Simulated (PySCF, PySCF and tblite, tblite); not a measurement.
# C₄H₈BN₂S+: a path driven as rotation about a bond, and NMR exchange

How fast is rotation about a bond in C₄H₈BN₂S+ (`NBC[n+]1ccsc1`), and when do the exchanging lines merge?

Computed with tblite 0.8.0 (tight binding) and PySCF 2.14.0 (DFT, with response routines of our own); each step states its level. Atoms count from 0 throughout.

## Step 1: The molecule as given

16 atoms, charge 1, multiplicity 1; geometry from: force field or distance geometry start.

Bonds of the start (Å): B1–C2 1.60, B1–H10 1.17, C2–H11 1.11, C2–H12 1.12, C2–N3 1.48, C4–C5 1.40, C4–H13 1.08, C5–H14 1.09, C5–S6 1.68, C7–H15 1.08, N0–B1 1.53, N0–H8 1.04, N0–H9 1.04, N3–C4 1.36, N3–C7 1.34, S6–C7 1.69.

## Step 2: GFN2-xTB relaxation, start minimum

The job: settings as JSON, then the geometry in Å.

```
{"job": {"xc": "GFN2-xTB", "basis": "xTB", "kind": "relax"}, "charge": 1, "multiplicity": 1}
N      2.753800    -0.542300    -0.668300
B      1.689000     0.292800     0.045200
C      0.658000    -0.421000     1.031300
N     -0.714600    -0.215400     0.525000
C     -1.494600     0.842600     0.876300
C     -2.748900     0.861400     0.261400
S     -2.854200    -0.494000    -0.725500
C     -1.310900    -1.053700    -0.340200
H      2.616100    -0.378600    -1.689000
H      3.671500    -0.141100    -0.407100
H      1.632800     1.453900    -0.123700
H      0.875200    -1.505900     1.097100
H      0.748400     0.017900     2.055500
H     -1.157500     1.618000     1.546200
H     -3.508000     1.627400     0.401200
H     -0.863800    -1.953400    -0.733000
```

Launch:

```bash
$ OMP_NUM_THREADS=1 python ens_run.py task.json out
```

The driver reads the study from task.json and runs its stages one after another.

The program printed:

```text
step      E/eV     max force
  0    -612.87918    2.268
  1    -613.11148    1.174
  2    -613.18146    0.861
  3    -613.20700    0.603
  4    -613.23637    0.464
  5    -613.24369    0.390
  6    -613.25164    0.225
  7    -613.25719    0.246
  8    -613.26282    0.173
  9    -613.26673    0.163
 10    -613.26995    0.135
 11    -613.27210    0.135
 12    -613.27360    0.119
 13    -613.27474    0.101
 14    -613.27572    0.087
 15    -613.27674    0.119
 16    -613.27775    0.112
 17    -613.27867    0.083
 18    -613.27955    0.069
 19    -613.28058    0.088
 20    -613.28205    0.126
 21    -613.28458    0.172
 22    -613.29010    0.314
 23    -613.29532    0.893
 24    -613.31356    0.547
 25    -613.37794    0.627
 26    -613.46449    1.779
 27    -613.55021    1.671
 28    -613.56324    1.823
 29    -613.58276    1.794
 30    -613.61739    1.863
 31    -613.62666    2.383
 32    -613.69590    2.071
 33    -613.77213    1.970
 34    -613.89815    1.749
 35    -613.98594    1.763
 36    -614.07246    1.699
 37    -614.17883    1.611
 38    -614.28976    1.152
 39    -614.33869    0.673
 40    -614.40419    0.457
 41    -614.44189    0.530
 42    -614.47796    0.441
 43    -614.49830    0.324
 44    -614.51164    0.241
 45    -614.52184    0.228
 46    -614.52993    0.252
 47    -614.53594    0.241
 48    -614.54061    0.246
 49    -614.54538    0.267
 50    -614.55096    0.231
 51    -614.55657    0.201
 52    -614.56070    0.167
 53    -614.56319    0.181
 54    -614.56504    0.151
 55    -614.56694    0.121
 56    -614.56841    0.091
 57    -614.56907    0.071
 58    -614.56931    0.056
 59    -614.56946    0.051
 60    -614.56964    0.050
 61    -614.56982    0.047
 62    -614.56998    0.038
 63    -614.57014    0.041
 64    -614.57031    0.039
 65    -614.57048    0.046
 66    -614.57063    0.050
 67    -614.57077    0.044
 68    -614.57093    0.043
 69    -614.57115    0.038
 70    -614.57139    0.041
 71    -614.57160    0.032
 72    -614.57177    0.035
 73    -614.57197    0.042
 74    -614.57225    0.049
 75    -614.57260    0.064
 76    -614.57293    0.063
 77    -614.57318    0.042
 78    -614.57335    0.028
 79    -614.57349    0.028
 80    -614.57361    0.026
 81    -614.57370    0.025
 82    -614.57378    0.020
 83    -614.57385    0.018
 84    -614.57389    0.020
 85    -614.57392    0.016
 86    -614.57393    0.012
 87    -614.57395    0.015
 88    -614.57398    0.015
 89    -614.57402    0.018
 90    -614.57407    0.024
 91    -614.57414    0.028
 92    -614.57423    0.034
 93    -614.57434    0.027
 94    -614.57445    0.026
 95    -614.57457    0.025
 96    -614.57471    0.037
 97    -614.57487    0.045
 98    -614.57502    0.041
 99    -614.57518    0.028
100    -614.57535    0.029
101    -614.57553    0.037
102    -614.57574    0.044
103    -614.57600    0.047
104    -614.57628    0.068
105    -614.57654    0.073
106    -614.57676    0.070
107    -614.57696    0.033
108    -614.57706    0.019
109    -614.57709    0.016
110    -614.57713    0.012
111    -614.57714    0.007
112    -614.57715    0.009
113    -614.57716    0.009
114    -614.57717    0.008
115    -614.57717    0.008
116    -614.57718    0.007
117    -614.57719    0.007
118    -614.57720    0.007
119    -614.57720    0.007
120    -614.57721    0.007
121    -614.57721    0.006
122    -614.57722    0.004
123    -614.57722    0.003
124    -614.57722    0.005
125    -614.57722    0.005
126    -614.57723    0.004
127    -614.57723    0.004
128    -614.57723    0.006
129    -614.57724    0.009
130    -614.57724    0.006
131    -614.57724    0.007
132    -614.57725    0.007
133    -614.57726    0.010
134    -614.57727    0.015
135    -614.57728    0.015
136    -614.57730    0.009
137    -614.57731    0.009
138    -614.57733    0.015
139    -614.57736    0.026
140    -614.57740    0.029
141    -614.57744    0.020
142    -614.57747    0.009
143    -614.57748    0.014
144    -614.57749    0.012
145    -614.57750    0.008
146    -614.57751    0.004
147    -614.57751    0.005
148    -614.57751    0.005
149    -614.57751    0.003
150    -614.57751    0.001
```

It took 0.8 s on 1 thread of Arm Neoverse V2, shared host.

Relaxing gained 1.698 eV and moved the atoms by 0.67 Å on average (rms).

## Step 3: Relaxed scan, rotation

The job: settings as JSON, then the geometry in Å.

```
{"job": {"xc": "GFN2-xTB", "basis": "xTB", "coordinate": [["t", [2, 1, 0, 8], 0.25], ["t", [2, 1, 0, 9], 0.25], ["t", [10, 1, 0, 8], 0.25], ["t", [10, 1, 0, 9], 0.25]], "kind": "drive"}, "charge": 1, "multiplicity": 1}
N      2.935142     0.090130    -0.295661
B      1.586458     0.282277    -0.354605
C      0.635768    -0.577296     0.639911
N     -0.764621    -0.314074     0.438375
C     -1.355148     0.848379     0.832055
C     -2.661115     0.925453     0.484002
S     -3.155249    -0.483803    -0.359992
C     -1.592756    -1.113579    -0.204511
H      3.588618     0.587538    -0.879183
H      3.399632    -0.554599     0.324727
H      1.109786     1.047550    -1.097130
H      0.813528    -1.644197     0.504437
H      0.884248    -0.330990     1.674028
H     -0.785172     1.590412     1.360273
H     -3.345118     1.727191     0.679601
H     -1.301598    -2.071447    -0.593983
```

The program printed:

```text
point  coordinate     E/eV
  0     14.000     -614.52319
  1     28.100     -614.36467
  2     42.400     -614.11544
  3     57.300     -613.80649
  4     73.000     -613.51409
  5     90.100     -613.36573
  6    107.100     -613.52400
  7    122.800     -613.81899
  8    137.600     -614.12767
  9    151.900     -614.37036
 10    166.000     -614.52222
 11    180.000     -614.57013
```

Run time: 1.5 s. Hardware: 1 thread of Arm Neoverse V2, shared host.

The highest point is number 5, 26.7 kcal/mol above the first.

## Step 4: Nudged elastic band, leg 1

The job, as its differences from that of step 3:

```diff
@@ -1,2 +1,2 @@
-{"job": {"xc": "GFN2-xTB", "basis": "xTB", "coordinate": [["t", [2, 1, 0, 8], 0.25], ["t", [2, 1, 0, 9], 0.25], ["t", [10, 1, 0, 8], 0.25], ["t", [10, 1, 0, 9], 0.25]], "kind": "drive"}, "charge": 1, "multiplicity": 1}
+{"job": {"xc": "GFN2-xTB", "basis": "xTB", "kind": "neb"}, "charge": 1, "multiplicity": 1}
 N      2.935142     0.090130    -0.295661
```

The program printed:

```text
image   E - E0 / eV
  0       0.0000
  1       0.4234
  2       1.2121
  3       0.8818
  4       0.2195
  5       0.0336
  6       0.0002
```

It took 2.5 s on 1 thread of Arm Neoverse V2, shared host; peak memory 0.19 GiB.

The highest point is number 2, 28.0 kcal/mol above the first.

## Step 5: Saddle search, leg 1

The job: settings as JSON, then the geometry in Å.

```
{"job": {"xc": "GFN2-xTB", "basis": "xTB", "kind": "saddle"}, "charge": 1, "multiplicity": 1}
N      3.005675    -0.054590    -0.318100
B      1.621755     0.132406    -0.593895
C      0.614848    -0.514380     0.494345
N     -0.783967    -0.275593     0.275476
C     -1.402605     0.880138     0.648917
C     -2.702501     0.933080     0.273723
S     -3.157062    -0.489809    -0.569542
C     -1.588178    -1.093724    -0.379723
H      3.544047     0.793236    -0.190634
H      3.516257    -0.602987    -0.998620
H      1.168572     0.700532    -1.521748
H      0.804441    -1.588632     0.518868
H      0.894068    -0.129148     1.476380
H     -0.859875     1.634369     1.187954
H     -3.402977     1.724795     0.450302
H     -1.272499    -2.049692    -0.753704
```

The program printed:

```text
step      E/eV     max force
  0    -613.36543   0.0621
  1    -613.36637   0.0898
  2    -613.36639   0.0651
  3    -613.36676   0.0115
  4    -613.36668   0.0510
  5    -613.36684   0.0037
lowest wavenumbers (cm-1): -841.9 31.7 55.4 96.7 280.8 321.2
```

It took 2.2 s on 1 thread of Arm Neoverse V2, shared host; peak memory 0.19 GiB.

Point group C1; 1 imaginary mode, 842i cm⁻¹, carried by H8, H9, H10. Steps downhill from it reached both ends.

## Step 6: Saddle search, other pyramid

The job: settings as JSON, then the geometry in Å.

```
{"job": {"xc": "GFN2-xTB", "basis": "xTB", "kind": "saddle"}, "charge": 1, "multiplicity": 1}
N      3.001356    -0.071399    -0.344863
B      1.618076     0.178894    -0.566025
C      0.616203    -0.525439     0.493629
N     -0.783121    -0.287679     0.277265
C     -1.391054     0.885420     0.612490
C     -2.692857     0.934082     0.245137
S     -3.163691    -0.514669    -0.543398
C     -1.597594    -1.122704    -0.343065
H      3.301305    -1.035082    -0.418393
H      3.384327     0.269876     0.527410
H      1.145826     0.833500    -1.426599
H      0.810089    -1.598699     0.482348
H      0.889486    -0.172345     1.489929
H     -0.837818     1.654737     1.118921
H     -3.386775     1.736599     0.398350
H     -1.292681    -2.094211    -0.684609
```

The program printed:

```text
step      E/eV     max force
  0    -613.26164   0.3345
  1    -613.30089   0.1459
  2    -613.31382   0.2478
  3    -613.30981   0.0776
  4    -613.31556   0.0823
  5    -613.31672   0.0382
  6    -613.31683   0.0045
lowest wavenumbers (cm-1): -912.5 35.1 54.8 97.0 284.2 316.9
```

Wall time 3.1 s (1 thread of Arm Neoverse V2, shared host); peak memory 0.2 GiB.

Point group C1; 1 imaginary mode, 912i cm⁻¹, carried by H9, H8, H10. Steps downhill from it reached both ends.

## Step 7: Shieldings, start: PBE0/pcSseg-1

The job: settings as JSON, then the geometry in Å.

```
{"job": {"kind": "nmr", "xc": "PBE0", "basis": "pcSseg-1", "pop": false}, "charge": 1, "multiplicity": 1}
N      2.935142     0.090130    -0.295661
B      1.586458     0.282277    -0.354605
C      0.635768    -0.577296     0.639911
N     -0.764621    -0.314074     0.438375
C     -1.355148     0.848379     0.832055
C     -2.661115     0.925453     0.484002
S     -3.155249    -0.483803    -0.359992
C     -1.592756    -1.113579    -0.204511
H      3.588618     0.587538    -0.879183
H      3.399632    -0.554599     0.324727
H      1.109786     1.047550    -1.097130
H      0.813528    -1.644197     0.504437
H      0.884248    -0.330990     1.674028
H     -0.785172     1.590412     1.360273
H     -3.345118     1.727191     0.679601
H     -1.301598    -2.071447    -0.593983
```

The program printed:

```text
coarse grid: 14144 points
cycle   1  E = -688.9519563462  dE =  1.703e+00  |g| = 4.545e-01  |ddm| = 3.715e+00
cycle   2  E = -688.9066754413  dE =  4.528e-02  |g| = 6.468e-01  |ddm| = 9.152e-01
cycle   3  E = -688.9993985355  dE = -9.272e-02  |g| = 1.160e-01  |ddm| = 5.349e-01
cycle   4  E = -689.0024545361  dE = -3.056e-03  |g| = 4.602e-02  |ddm| = 1.479e-01
cycle   5  E = -689.0029971586  dE = -5.426e-04  |g| = 1.405e-02  |ddm| = 5.176e-02
cycle   6  E = -689.0030443629  dE = -4.720e-05  |g| = 3.007e-03  |ddm| = 1.192e-02
cycle   7  E = -689.0030462780  dE = -1.915e-06  |g| = 9.389e-04  |ddm| = 2.774e-03
final grid: 132752 points
cycle   8  E = -689.0463572965  dE = -3.817e-05  |g| = 9.751e-03  |ddm| = 3.085e-02
cycle   9  E = -689.0463311751  dE =  2.612e-05  |g| = 1.389e-02  |ddm| = 2.156e-02
cycle  10  E = -689.0463800024  dE = -4.883e-05  |g| = 2.141e-03  |ddm| = 1.493e-02
cycle  11  E = -689.0463810849  dE = -1.083e-06  |g| = 4.464e-04  |ddm| = 1.996e-03
cycle  12  E = -689.0463811262  dE = -4.125e-08  |g| = 1.429e-04  |ddm| = 4.318e-04
cycle  13  E = -689.0463811308  dE = -4.677e-09  |g| = 3.824e-05  |ddm| = 1.381e-04
cycle  14  E = -689.0463811312  dE = -3.815e-10  |g| = 1.569e-05  |ddm| = 5.131e-05
converged SCF energy = -689.0463811312

GIAO shielding tensors (ppm)
atom      isotropic    diamagn.    paramagn.     s11        s22        s33       span
  0 N      144.889     315.671    -170.782     31.451    177.378    225.837    194.387
  1 B       62.630     196.293    -133.663     26.494     50.709    110.688     84.193
  2 C      136.763     253.646    -116.883    104.715    126.069    179.505     74.790
  3 N       15.397     331.784    -316.387    -97.143    -31.336    174.671    271.814
  4 C       44.445     251.960    -207.515    -37.444     48.069    122.709    160.153
  5 C       47.237     264.458    -217.222    -40.088     31.966    149.832    189.920
  6 S      212.074    1055.398    -843.324     27.686    173.735    434.801    407.115
  7 C       25.153     254.767    -229.614    -60.772     15.636    120.595    181.367
  8 H       26.328      27.728      -1.400     21.885     22.929     34.171     12.286
  9 H       26.907      29.445      -2.538     22.586     25.025     33.110     10.524
 10 H       26.921      31.340      -4.419     24.792     25.938     30.033      5.242
 11 H       27.309      32.326      -5.018     21.920     28.137     31.869      9.950
 12 H       27.213      31.406      -4.192     22.574     26.766     32.300      9.726
 13 H       23.613      30.831      -7.218     19.352     24.702     26.784      7.432
 14 H       23.421      29.095      -5.674     20.233     23.740     26.289      6.056
 15 H       22.958      29.605      -6.647     19.256     23.396     26.221      6.965
```

Run time: 25 s. Hardware: 1 thread of Arm Neoverse V2, shared host; peak memory 0.84 GiB.

This run: HOMO -12.45 eV, LUMO -6.24 eV.

[end of part 1 of 2]
